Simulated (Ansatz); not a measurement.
C₃H₆AlBO, SMILES O=C1BC[CH]1[AlH2], a single point from an input written key by key

With the Python package of Ansatz (0.2.0).

Contents of `c3h6albo.yaml`:
```yaml
crystal:
  periodic: [false, false, false]
  atoms:
    - { symbol: O, position_ang: [-1.3916, -0.1425, 2.1138] }
    - { symbol: C, position_ang: [-0.8537, -0.3878, 1.0726] }
    - { symbol: B, position_ang: [-0.0828, -1.6756, 0.5023] }
    - { symbol: C, position_ang: [0.2695, -0.8316, -0.8033] }
    - { symbol: C, position_ang: [-0.5629, 0.2863, -0.2479] }
    - { symbol: Al, position_ang: [0.4929, 2.0054, 0.017] }
    - { symbol: H, position_ang: [0.2544, -2.751, 0.9193] }
    - { symbol: H, position_ang: [-0.2684, -1.2837, -1.6851] }
    - { symbol: H, position_ang: [1.281, -0.6282, -0.9193] }
    - { symbol: H, position_ang: [-1.5066, 0.4824, -0.765] }
    - { symbol: H, position_ang: [1.6945, 1.9557, 1.0786] }
    - { symbol: H, position_ang: [0.7509, 2.9154, -1.2492] }
basis:
  gaussian: { orbitals: def2-SVP }
hamiltonian:
  xc: pbe0
output:
  forces: true
```

Interactive session:
```pycon
>>> import ansatz as az
>>> import numpy as np
>>> session = az.Session.from_deck("c3h6albo.yaml")
>>> summary = session.plan(threads=1).execute().report

>>> for key in ("converged", "free_energy_ev", "reference_energy_ev", "n_frozen", "n_occupied", "n_virtual"):
...     print(f"{key:22s} {summary[key]}")
...
converged              True
free_energy_ev         -12509.520161530118
reference_energy_ev    -12509.520161530118
n_frozen               0
n_occupied             [25, 25]
n_virtual              [93, 93]
>>> symbols = ["O", "C", "B", "C", "C", "Al", "H", "H", "H", "H", "H", "H"]
>>> field = summary["mean_field"]
>>> print("<S^2> =", round(abs(field["state"]["spin_squared"]), 4), " all-electron relativity setting:", field["relativity"])
<S^2> = 0.0  all-electron relativity setting: none
>>> print("passes:", field["passes"])
passes: {'evaluations': 17, 'products': 13}
>>> if "symmetry" in field:
...     print("occupied orbitals by irrep:", field["symmetry"]["occupied"])
...
occupied orbitals by irrep: [{'A': 25}, {'A': 25}]
>>> print("forces (eV/A)")
forces (eV/A)
>>> for symbol, f in zip(symbols, summary["forces_ev_ang"]):
...     print(f"  {symbol:2s} {f[0]:9.4f} {f[1]:9.4f} {f[2]:9.4f}")
...
  O    -0.5924    1.0936    0.5696
  C     0.3523   -1.5974   -0.5226
  B     1.0409   -0.1732    0.0606
  C    -2.9013   -1.9109   -0.1450
  C    -0.9526    2.7720    1.4970
  Al    0.5558   -0.9839   -0.5360
  H    -0.1844   -0.2898   -0.0741
  H     1.0836    0.1507    0.1999
  H     2.4691    0.1565   -0.8717
  H    -0.2361    0.2983   -0.3321
  H    -0.3600    0.1140    0.1752
  H    -0.2749    0.3700   -0.0208
>>> charges = summary["charge_distribution"]
>>> dipole = np.array(charges["dipole_moment_e_ang"]) * 4.803205
>>> print("dipole (D): {:.3f} {:.3f} {:.3f}, length {:.3f}".format(*dipole, np.linalg.norm(dipole)))
dipole (D): -0.080 0.233 -2.118, length 2.133
>>> print("atom  Mulliken   Lowdin")
atom  Mulliken   Lowdin
>>> for symbol, m, l in zip(symbols, charges["mulliken_charges_e"], charges["lowdin_charges_e"]):
...     print(f"{symbol:4s} {m:9.3f} {l:8.3f}")
...
O       -0.210    0.099
C        0.129   -0.152
B        0.101   -0.043
C       -0.067    0.008
C       -0.505   -0.198
Al       0.615    0.399
H        0.013   -0.017
H        0.085    0.068
H        0.058    0.030
H        0.090    0.045
H       -0.154   -0.118
H       -0.156   -0.121
```

Total energies depend on the basis set; only differences at equal settings carry meaning. The geometry is a force-field or estimated start, not a minimum of this method, and the basis set is short of its limit. The Löwdin charges here are taken after orthogonalising the functions within each atom; they differ from plain Löwdin charges, and their signs can be unphysical. It ran for 6.7 s on 1 thread of Arm Neoverse V1, with other jobs on the host, peak memory 0.3 GiB.

(Lines on the test bed's own set-up are left out of the output.)
